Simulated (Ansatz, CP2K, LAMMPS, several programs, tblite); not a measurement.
Energy against volume for InP (zincblende), at fixed shape and fractional coordinates, computed by several methods (PBE and r2SCAN, where shown, with plane waves in Ansatz); the cell shown is that of r2SCAN. The symmetry is F-43m (No. 216, cubic); a = 5.908 Å in the conventional setting, 25.77 Å³ an atom. In has 4 P at 2.56 Å; P has 4 In at 2.56 Å. No spin polarisation and no zero-point or thermal motion. Energies count from each curve's lowest point; fits are third-order Birch-Murnaghan.

```xyz
2
Lattice="0.0000 2.9538 2.9538 2.9538 0.0000 2.9538 2.9538 2.9538 0.0000" Properties=species:S:1:pos:R:3 pbc="T T T"
In    0.0000    0.0000    0.0000
P     1.4769    1.4769    1.4769
```

light PBE (260 eV and a coarse mesh), on the shape of the cell shown:
```
V (Å³/atom)  E (meV/atom)
     23.710         75.22
     24.741          5.03
     25.771         13.45
     26.802          0.00
     27.833          0.36
     28.864         30.41
```
The points scatter about the fit by more than 0.3 meV an atom, since at so low a cutoff the number of plane waves jumps with the volume, so no fit is quoted.

Q: PBE/SZV (CP2K), on the shape of the cell shown, gives
```csv
V (Å³/atom),E (meV/atom)
22.679,240.60
24.225,101.32
25.771,27.08
27.318,0.00
28.864,6.89
```
What equilibrium volume and bulk modulus follow?

A: V₀ = 27.71 Å³ an atom and B₀ = 58 GPa.

GFN2-xTB (tblite), on the shape of the cell shown, as a cluster of 64 atoms at the zone centre:

| V (Å³/atom) | E (meV/atom) |
| --- | --- |
| 22.679 | 175.24 |
| 24.225 | 76.56 |
| 25.771 | 28.35 |
| 27.318 | 0.00 |
| 28.864 | 0.68 |

This method closes the gap of a crystal that DFT finds insulating, so its curve rests on a wrong state.
The points scatter about the fit by more than 0.3 meV an atom, so no fit is quoted.

PBE, on the shape of its own relaxed cell:

| V (Å³/atom) | E (meV/atom) |
| --- | --- |
| 24.856 | 20.12 |
| 25.649 | 4.77 |
| 26.442 | 0.00 |
| 27.235 | 4.14 |
| 28.029 | 15.78 |

V₀ = 26.45 Å³ an atom and B₀ = 60 GPa.

InP.vashishta (LAMMPS), on the shape of its own relaxed cell:

| V (Å³/atom) | E (meV/atom) |
| --- | --- |
| 23.747 | 23.63 |
| 24.504 | 5.50 |
| 25.262 | 0.00 |
| 26.020 | 4.80 |
| 26.778 | 17.98 |

V₀ = 25.26 Å³ an atom and B₀ = 72 GPa.

Spin-orbit coupling is left out, which matters wherever the heavy atoms make up the band edges.
